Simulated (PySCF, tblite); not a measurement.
# C₄H₁₁NO₂Si₂: geometry, infrared bands and NMR shifts

What infrared bands and NMR shifts should C₄H₁₁NO₂Si₂ (`CC(C)O[Si@@H](C#N)O[SiH3]`) show?

Programs: tblite 0.8.0 and PySCF 2.14.0, with density-fitted response routines of our own. Each step states its level of theory. These are calculated values for one molecule in the gas phase, unless marked as measured. Atoms count from 0, in the outputs and in this text.

## 1. The molecule as given

20 atoms, charge 0, multiplicity 1; geometry from: force field or distance geometry start.

Bonds of the start (Å): C0–C1 1.51, C1–C2 1.52, C1–O3 1.38, O3–Si4 1.71, Si4–C5 1.82, C5–N6 1.15, Si4–O7 1.74, O7–Si8 1.72, C0–H9 1.12, C0–H10 1.11, C0–H11 1.10, C1–H12 1.13, C2–H13 1.12, C2–H14 1.10, C2–H15 1.12, Si4–H16 1.47, Si8–H17 1.46, Si8–H18 1.45, Si8–H19 1.49.

## 2. Geometry optimisation with GFN2-xTB

The job: settings as JSON, then the geometry in Å.

```
{"job": {"kind": "relax", "xc": "GFN2-xTB", "basis": "xTB"}, "charge": 0, "multiplicity": 1}
C     -2.525200    -0.829800    -0.614500
C     -1.445000     0.169600    -0.285200
C     -2.063400     1.548800    -0.409700
O     -0.366500     0.048700    -1.140300
Si     1.056700    -0.310300    -0.268600
C      1.127000    -2.080300     0.144700
N      1.174000    -3.190800     0.425600
O      2.484400     0.093500    -1.176000
Si     3.730000     0.320800    -0.018700
H     -3.316600    -0.697800     0.171500
H     -2.143100    -1.868600    -0.629300
H     -2.949700    -0.528800    -1.588100
H     -1.110400     0.004900     0.779600
H     -3.161300     1.398300    -0.248500
H     -1.713400     2.255100     0.358400
H     -1.918600     1.959600    -1.436700
H      1.055000     0.463500     0.982100
H      3.754900    -0.829100     0.882800
H      5.020000     0.601300    -0.628200
H      3.305900     1.482200     0.812000
```

Run with:

```sh
$ OMP_NUM_THREADS=1 python probes_run.py task.json out
```

The driver reads the jobs from task.json and runs them one after another.

The log of the run:

```text
step      E/eV     max force
  0    -782.46385    3.610
  1    -782.86354    3.052
  2    -782.61351    6.997
  3    -783.02365    0.838
  4    -783.05289    0.636
  5    -783.10207    1.090
  6    -783.13844    0.732
  7    -783.17604    0.607
  8    -783.23504    1.048
  9    -783.27929    0.978
 10    -783.31172    0.425
 11    -783.34013    0.463
 12    -783.37070    0.877
 13    -783.41792    1.175
 14    -783.47585    0.976
 15    -783.52872    0.406
 16    -783.55703    0.341
 17    -783.57410    0.491
 18    -783.59347    0.523
 19    -783.61036    0.374
 20    -783.62664    0.330
 21    -783.64427    0.424
 22    -783.66711    0.533
 23    -783.69756    0.549
 24    -783.74121    0.466
 25    -783.76717    0.406
 26    -783.78526    0.541
 27    -783.79304    0.724
 28    -783.80651    0.268
 29    -783.81516    0.296
 30    -783.82541    0.330
 31    -783.83158    0.273
 32    -783.83771    0.166
 33    -783.84306    0.190
 34    -783.84828    0.178
 35    -783.85136    0.130
 36    -783.85392    0.137
 37    -783.85614    0.137
 38    -783.85868    0.117
 39    -783.86037    0.093
 40    -783.86161    0.096
 41    -783.86301    0.099
 42    -783.86489    0.135
 43    -783.86691    0.127
 44    -783.86855    0.103
 45    -783.86998    0.107
 46    -783.87194    0.117
 47    -783.87501    0.172
 48    -783.87911    0.188
 49    -783.88330    0.148
 50    -783.88677    0.139
 51    -783.88916    0.144
 52    -783.89162    0.191
 53    -783.89393    0.150
 54    -783.89630    0.072
 55    -783.89708    0.082
 56    -783.89900    0.107
 57    -783.90057    0.121
 58    -783.90183    0.062
 59    -783.90260    0.059
 60    -783.90345    0.066
 61    -783.90460    0.095
 62    -783.90611    0.114
 63    -783.90743    0.098
 64    -783.90838    0.111
 65    -783.90905    0.090
 66    -783.90970    0.062
 67    -783.91035    0.053
 68    -783.91116    0.085
 69    -783.91207    0.081
 70    -783.91308    0.077
 71    -783.91396    0.066
 72    -783.91469    0.093
 73    -783.91527    0.120
 74    -783.91589    0.064
 75    -783.91646    0.053
 76    -783.91681    0.038
 77    -783.91705    0.038
 78    -783.91728    0.043
 79    -783.91751    0.046
 80    -783.91771    0.027
 81    -783.91785    0.023
 82    -783.91796    0.024
 83    -783.91809    0.027
 84    -783.91828    0.031
 85    -783.91852    0.034
 86    -783.91874    0.029
 87    -783.91890    0.028
 88    -783.91903    0.032
 89    -783.91919    0.029
 90    -783.91942    0.035
 91    -783.91971    0.039
 92    -783.91997    0.040
 93    -783.92019    0.034
 94    -783.92042    0.040
 95    -783.92073    0.047
 96    -783.92108    0.046
 97    -783.92135    0.042
 98    -783.92147    0.031
 99    -783.92153    0.024
100    -783.92160    0.022
101    -783.92169    0.024
102    -783.92178    0.023
103    -783.92184    0.020
104    -783.92188    0.013
105    -783.92193    0.014
106    -783.92198    0.030
107    -783.92201    0.019
108    -783.92204    0.018
109    -783.92208    0.014
110    -783.92212    0.015
111    -783.92217    0.026
112    -783.92220    0.020
113    -783.92221    0.015
114    -783.92223    0.009
```

Wall time 2.9 s (1 thread of AMD EPYC, shared host); peak memory 0.18 GiB.

Along the way: (not every step is listed) (the energy doesn't fall at every step)

```
step  energy from step 0 (eV)  largest force (eV/Å)
   0                   0.0000                3.6096
   1                  -0.3997                3.0516
   2                  -0.1497                6.9974
   3                  -0.5598                0.8380
   4                  -0.5890                0.6355
   5                  -0.6382                1.0896
   6                  -0.6746                0.7319
   7                  -0.7122                0.6074
   8                  -0.7712                1.0481
  18                  -1.1296                0.5228
  28                  -1.3427                0.2680
  38                  -1.3948                0.1170
  48                  -1.4153                0.1881
  58                  -1.4380                0.0624
  68                  -1.4473                0.0845
  78                  -1.4534                0.0435
  88                  -1.4552                0.0320
  98                  -1.4576                0.0310
 108                  -1.4582                0.0185
 109                  -1.4582                0.0137
 110                  -1.4583                0.0150
 111                  -1.4583                0.0263
 112                  -1.4583                0.0200
 113                  -1.4584                0.0154
 114                  -1.4584                0.0092
```

Close pairs (by a distance rule), those that changed most:

```
  bond  before (Å)  after (Å)  change (Å)
Si4–O7       1.739      1.602      -0.137
O3–Si4       1.707      1.604      -0.103
O7–Si8       1.715      1.621      -0.094
Si4–C5       1.819      1.878      +0.059
 C0–H9       1.123      1.086      -0.037
C2–H13       1.120      1.086      -0.034
C2–H15       1.116      1.087      -0.029
C1–H12       1.128      1.100      -0.029
```

The end geometry stands in the next job.

## 3. Vibrational analysis with GFN2-xTB

The job: settings as JSON, then the geometry in Å.

```
{"job": {"kind": "ir", "xc": "GFN2-xTB", "basis": "xTB"}, "charge": 0, "multiplicity": 1}
C     -2.147420    -0.850326    -0.869828
C     -1.651563     0.329275    -0.040386
C     -2.211200     1.651756    -0.552774
O     -0.246426     0.404663    -0.097822
Si     0.894661    -0.399984     0.691384
C      0.811116    -2.244517     0.348182
N      0.730761    -3.371759     0.161060
O      2.270057     0.152790     0.082783
Si     3.822518     0.413041    -0.303841
H     -3.232159    -0.900045    -0.839005
H     -1.737368    -1.779866    -0.482466
H     -1.825012    -0.734644    -1.901458
H     -1.953832     0.186511     1.007162
H     -3.294902     1.651690    -0.479857
H     -1.814450     2.474905     0.035293
H     -1.921382     1.795371    -1.590133
H      0.865273    -0.218472     2.138797
H      4.593408    -0.707178     0.231621
H      3.866592     0.479024    -1.761253
H      4.176181     1.678445     0.335481
```

The log of the run:

```text
mode    cm-1     km/mol
  1     -14.9      1.66
  2      10.4      0.40
  3      18.2      1.82
  4      25.3      1.00
  5      66.0      2.70
  6      95.9      2.64
  7     138.4      5.77
  8     163.7     16.66
  9     177.6      0.82
 10     211.1      9.61
 11     227.5      4.24
 12     314.9      2.17
 13     341.4      3.69
 14     360.8     12.93
 15     424.7     17.46
 16     458.9      3.39
 17     552.9     26.37
 18     602.6     72.72
 19     605.8     53.65
 20     619.1     10.05
 21     697.8    115.73
 22     715.6    273.95
 23     764.4     49.57
 24     773.4    254.51
 25     775.5    259.78
 26     816.6    435.03
 27     923.9     12.53
 28     940.5      2.96
 29     970.2      1.45
 30    1074.9    131.35
 31    1139.2    932.90
 32    1148.2     53.44
 33    1165.7     10.76
 34    1186.0    112.49
 35    1321.1     13.31
 36    1331.5     19.78
 37    1393.5     13.47
 38    1406.0      9.76
 39    1471.6      1.41
 40    1481.6      4.37
 41    1485.4      0.55
 42    1497.0      5.45
 43    2263.9    377.43
 44    2271.7    144.74
 45    2280.9    468.27
 46    2290.6     84.04
 47    2364.6     11.87
 48    2868.7     71.72
 49    3042.0     11.94
 50    3046.0      5.67
 51    3047.0      1.92
 52    3049.1     35.74
 53    3050.8     27.99
 54    3052.4     54.08
```

It took 2.2 s on 1 thread of AMD EPYC, shared host; peak memory 0.18 GiB.

Which atoms move in the most intense modes:

```
cm⁻¹  km/mol                                   atoms
 716   273.9                      H16 60 %, Si4 26 %
 773   254.5                      H17 40 %, H18 23 %
 776   259.8            H19 32 %, H17 21 %, Si4 11 %
 817   435.0  H19 28 %, H17 27 %, H18 27 %, Si8 15 %
1139   932.9                       O7 65 %, Si4 12 %
2264   377.4                      H17 55 %, H19 40 %
2272   144.7  H19 37 %, H17 26 %, H18 21 %, H16 13 %
2281   468.3                                H16 83 %
```

## 4. Nuclear shieldings: PBE0/pcSseg-1

The job, as its differences from that of step 3:

```diff
@@ -1,2 +1,2 @@
-{"job": {"kind": "ir", "xc": "GFN2-xTB", "basis": "xTB"}, "charge": 0, "multiplicity": 1}
+{"job": {"kind": "nmr", "xc": "PBE0", "basis": "pcSseg-1"}, "charge": 0, "multiplicity": 1}
 C     -2.147420    -0.850326    -0.869828
```

Method: GIAO PBE0/pcSseg-1 NMR shielding, non-relativistic, gas phase.

The log of the run:

```text
coarse grid: 17648 points
cycle   1  E = -942.3459142975  dE =  1.050e+00  |g| = 1.032e+00  |ddm| = 4.012e+00
cycle   2  E = -941.9955316279  dE =  3.504e-01  |g| = 1.699e+00  |ddm| = 1.926e+00
cycle   3  E = -942.5325072973  dE = -5.370e-01  |g| = 2.168e-01  |ddm| = 1.344e+00
cycle   4  E = -942.5397275812  dE = -7.220e-03  |g| = 1.206e-01  |ddm| = 1.696e-01
cycle   5  E = -942.5425633059  dE = -2.836e-03  |g| = 3.630e-02  |ddm| = 8.661e-02
cycle   6  E = -942.5428530286  dE = -2.897e-04  |g| = 4.420e-03  |ddm| = 2.680e-02
cycle   7  E = -942.5428570693  dE = -4.041e-06  |g| = 1.450e-03  |ddm| = 4.501e-03
final grid: 161184 points
cycle   8  E = -942.6164375514  dE = -2.819e-05  |g| = 1.307e-02  |ddm| = 2.525e-02
cycle   9  E = -942.6164002888  dE =  3.726e-05  |g| = 1.940e-02  |ddm| = 2.078e-02
cycle  10  E = -942.6164688841  dE = -6.860e-05  |g| = 2.255e-03  |ddm| = 1.322e-02
cycle  11  E = -942.6164699364  dE = -1.052e-06  |g| = 6.750e-04  |ddm| = 1.694e-03
cycle  12  E = -942.6164700221  dE = -8.565e-08  |g| = 2.099e-04  |ddm| = 4.766e-04
cycle  13  E = -942.6164700314  dE = -9.295e-09  |g| = 3.624e-05  |ddm| = 1.612e-04
cycle  14  E = -942.6164700316  dE = -2.660e-10  |g| = 1.322e-05  |ddm| = 4.189e-05
converged SCF energy = -942.6164700316

GIAO shielding tensors (ppm)
atom      isotropic    diamagn.    paramagn.     s11        s22        s33       span
  0 C      160.281     250.213     -89.932    143.594    153.160    184.091     40.497
  1 C      118.729     240.232    -121.503     85.786    113.624    156.776     70.990
  2 C      159.150     247.732     -88.582    140.076    150.907    186.467     46.392
  3 O      248.585     403.219    -154.634    221.752    257.864    266.138     44.386
  4 Si     427.601     882.807    -455.206    369.340    441.084    472.379    103.039
  5 C       59.073     266.092    -207.019    -58.722    -51.739    287.680    346.403
  6 N      -83.409     338.845    -422.255   -277.439   -268.636    295.847    573.286
  7 O      301.524     397.513     -95.989    265.097    289.833    349.642     84.546
  8 Si     391.453     880.008    -488.555    355.393    363.355    455.610    100.217
  9 H       30.646      29.917       0.729     26.376     28.373     37.188     10.812
 10 H       29.472      32.785      -3.313     24.199     28.927     35.292     11.093
 11 H       30.335      31.916      -1.580     28.180     28.368     34.458      6.278
 12 H       27.435      31.748      -4.312     24.173     27.077     31.056      6.883
 13 H       30.700      28.812       1.888     26.532     28.275     37.293     10.761
 14 H       30.153      30.262      -0.109     26.069     28.214     36.176     10.107
 15 H       30.321      30.523      -0.202     27.479     28.756     34.729      7.250
 16 H       27.036      30.625      -3.589     24.047     24.707     32.353      8.306
 17 H       26.474      27.835      -1.361     22.846     25.183     31.393      8.546
 18 H       26.496      29.380      -2.884     22.807     25.214     31.466      8.659
 19 H       26.529      28.586      -2.057     22.925     24.939     31.723      8.798
```

It took 2 min on 1 thread of AMD EPYC, shared host; peak memory 1 GiB.

Shifts follow as δ = σ(reference) − σ, with reference shieldings (ppm) from runs at the same level and on the same kind of geometry: 1H TMS 31.72, 13C TMS 186.9, 29Si TMS 349.2, 15N NH3 267.7, 17O H2O 336.1. The references are single molecules in the gas phase, so shifts against H2O, NH3, PH3, H3PO4 or CFCl3 are not on the usual liquid scales and can be off by tens of ppm. Atoms listed in one row are averaged.

```
        atoms                             environment  σ (ppm)  δ (ppm)  δ scaled to CDCl3
           C5                          nitrile carbon     59.1    127.9              122.9
           C1                      sp3 CH bonded to O    118.7     68.2               64.6
           C2                           methyl carbon    159.1     27.8               25.2
           C0                           methyl carbon    160.3     26.6               24.1
H17, H18, H19       hydrogen on a silicon bonded to O    26.50     5.22                  –
          H16  hydrogen on a silicon bonded to C, 2 O    27.04     4.68                  –
          H12       hydrogen on an sp3 CH bonded to O    27.44     4.28               4.14
 H9, H10, H11             hydrogen on a methyl carbon    30.15     1.57               1.58
H13, H14, H15             hydrogen on a methyl carbon    30.39     1.33               1.36
           O3                  oxygen bonded to C, Si    248.6     87.5                  –
           O7                   oxygen bonded to 2 Si    301.5     34.6                  –
          Si8                silicon bonded to O, 3 H    391.5    -42.3                  –
          Si4             silicon bonded to C, 2 O, H    427.6    -78.4                  –
           N6                        nitrile nitrogen    -83.4    351.1                  –
```

The scaled column applies a straight-line fit of computed shieldings to shifts measured in CDCl3 (root-mean-square error 0.16 ppm for H, 1.9 ppm for C).

The run also stored atomic charges by several schemes (e):

```
atoms  Mulliken    IAO  Hirshfeld  ESP fit
   C0     -0.24  -0.43      -0.13    -0.66
   C1     -0.05   0.11       0.06     0.62
   C2     -0.22  -0.42      -0.12    -0.63
   O3     -0.60  -0.64      -0.21    -0.47
  Si4      1.14   1.35       0.51     0.57
   C5     -0.23  -0.20      -0.03     0.18
   N6     -0.21  -0.19      -0.19    -0.40
   O7     -0.68  -0.88      -0.29    -0.35
  Si8      0.73   0.90       0.41     0.58
```

Mayer bond orders: C0–C1 1.04, C1–C2 1.04, C1–O3 0.83, O3–Si4 1.06, Si4–C5 0.76, C5–N6 2.91, Si4–O7 1.02, O7–Si8 0.89.

Orbitals, density, ELF and potential are computed afterwards from the orbital file.

Frontier orbitals at PBE0/pcSseg-1, with the share of their density that lies nearest to each atom:

```
orbital  energy (eV)                                                   lies on
   HOMO        -8.71  O3 47 %; C0, C1 about 10 % each; H12, H16 about 6 % each
   LUMO        -0.61                                N6 23 %; C5 23 %; Si4 14 %
```

ELF in a plane through or near 9 of the atoms.

Values, 10 rows by 14 columns:
```
0.00 0.00 0.00 0.00 0.00 0.00 0.00 0.00 0.00 0.00 0.00 0.00 0.00 0.00
0.00 0.00 0.00 0.00 0.00 0.00 0.00 0.00 0.00 0.00 0.00 0.00 0.00 0.00
0.00 0.00 0.05 0.55 0.03 0.00 0.00 0.00 0.16 0.18 0.01 0.00 0.00 0.00
0.00 0.00 0.96 1.00 0.29 0.03 0.00 0.03 0.67 0.72 0.89 0.47 0.00 0.00
0.00 0.00 0.27 0.14 0.61 0.83 0.09 0.87 0.42 0.63 0.99 0.73 0.00 0.00
0.00 0.31 1.00 0.97 0.63 0.77 0.06 0.75 0.52 0.56 0.37 0.01 0.00 0.00
0.00 0.01 0.91 0.65 0.01 0.57 0.95 0.06 0.83 0.48 0.96 0.12 0.00 0.00
0.00 0.00 0.00 0.00 0.13 0.69 0.83 0.32 0.17 0.13 0.01 0.00 0.00 0.00
0.00 0.00 0.00 0.00 0.03 0.76 0.94 0.41 0.00 0.00 0.00 0.00 0.00 0.00
0.00 0.00 0.00 0.00 0.00 0.01 0.06 0.00 0.00 0.00 0.00 0.00 0.00 0.00
```
The map spans 14.5 Å across and 11.8 Å up, centred on the molecule. Atoms in the plane (x, y in Å): C1 (1.6, 0.2), C2 (2.4, 1.5), O3 (0.3, 0.4), C5 (-1.0, -2.2), N6 (-1.0, -3.3), O7 (-2.3, 0.3), H13 (3.4, 1.4), H17 (-4.7, -0.4), H19 (-4.1, 2.0).

On the surface of density 0.002 e/bohr³ the electrostatic potential runs, from the 1st to the 99th percentile, from -1.64 V near N6 to 1.57 V near H12.

## 5. What came out

```
                                                              quantity                             value
                             strongest single infrared mode (GFN2-xTB)             1139 cm⁻¹, 933 km/mol
                                          zero-point energy (GFN2-xTB)                     89.4 kcal/mol
                                13C shifts against TMS (PBE0/pcSseg-1)       127.9, 68.2, 27.8, 26.6 ppm
1H shifts against TMS (PBE0/pcSseg-1, means over atoms taken as alike)  5.22, 4.68, 4.28, 1.57, 1.33 ppm
                                17O shifts against H2O (PBE0/pcSseg-1)                    87.5, 34.6 ppm
                               29Si shifts against TMS (PBE0/pcSseg-1)                  -42.3, -78.4 ppm
                                15N shifts against NH3 (PBE0/pcSseg-1)                         351.1 ppm
                                 surface potential, 1st and 99th percentile                -1.64 V and 1.57 V
```

Relaxing lowered the energy by 1.458 eV in 114 steps; the close pair that moved most is Si4–O7, from 1.739 to 1.602 Å. The lowest mode is slightly imaginary (15i cm⁻¹), a soft motion within the noise of the Hessian, so the minimum is not strictly shown. The strongest single mode, at 1139 cm⁻¹, moves mainly O7. Unscaled tight-binding wavenumbers are off by several per cent, some by more. Its intensities can rank the bands wrongly. At PBE0/pcSseg-1: The largest span, 573 ppm, is at N6, where the paramagnetic term is -422 ppm. By nearest atom (PBE0/pcSseg-1), the HOMO sits on O3 47 %; C0, C1 about 10 % each and the LUMO on N6 23 %; C5 23 %.
